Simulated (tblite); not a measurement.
# C8H10Si: the cost of one run

Computed with tblite 0.8.0 and PySCF 2.14.0, with density-fitted response routines of our own, on a single molecule, in the gas phase or a continuum. Atoms are numbered from 0 throughout.

### 1 Starting geometry

19 atoms, charge 0, multiplicity 1; geometry from: force field or distance geometry start.

Bonds of the start (Å): C0–C1 1.48, C1–C2 1.20, C2–C3 1.42, C3–C4 1.22, C4–C5 1.44, C5–C6 1.32, C6–C7 1.49, C7–Si8 1.88, C0–H9 1.12, C0–H10 1.10, C0–H11 1.11, C5–H12 1.10, C6–H13 1.08, C7–H14 1.11, C7–H15 1.12, Si8–H16 1.47, Si8–H17 1.49, Si8–H18 1.46.

### 2 Optimising the geometry with GFN2-xTB

Job settings and geometry (Å):

```
{"job": {"kind": "relax", "xc": "GFN2-xTB", "basis": "xTB"}, "charge": 0, "multiplicity": 1}
C      5.379100    -1.397000    -1.321500
C      4.066600    -0.864800    -0.883000
C      2.997300    -0.449700    -0.514700
C      1.719700     0.047200    -0.135200
C      0.627700     0.473400     0.212700
C     -0.672800     0.972000     0.577000
C     -1.760900     0.743800    -0.133500
C     -3.048900     1.313400     0.360700
Si    -4.187900    -0.156400     0.647300
H      5.230200    -2.158800    -2.126900
H      5.983100    -0.561500    -1.710100
H      5.879400    -1.870900    -0.446300
H     -0.709200     1.562800     1.504100
H     -1.689500     0.150600    -1.038100
H     -3.536600     1.982200    -0.385100
H     -2.833900     1.838800     1.323600
H     -3.397700    -1.383000     0.491700
H     -4.839800    -0.103000     1.981300
H     -5.215600    -0.130000    -0.396000
```

Started as:

```console
> OMP_NUM_THREADS=1 python probes_run.py task.json out
```

This one command runs all jobs of the session in turn.

**Question.** How long does this first job take on 1 thread of Arm Neoverse N1, shared host, and how much memory does it need?

About 2.1 s, with a peak of 0.18 GiB.
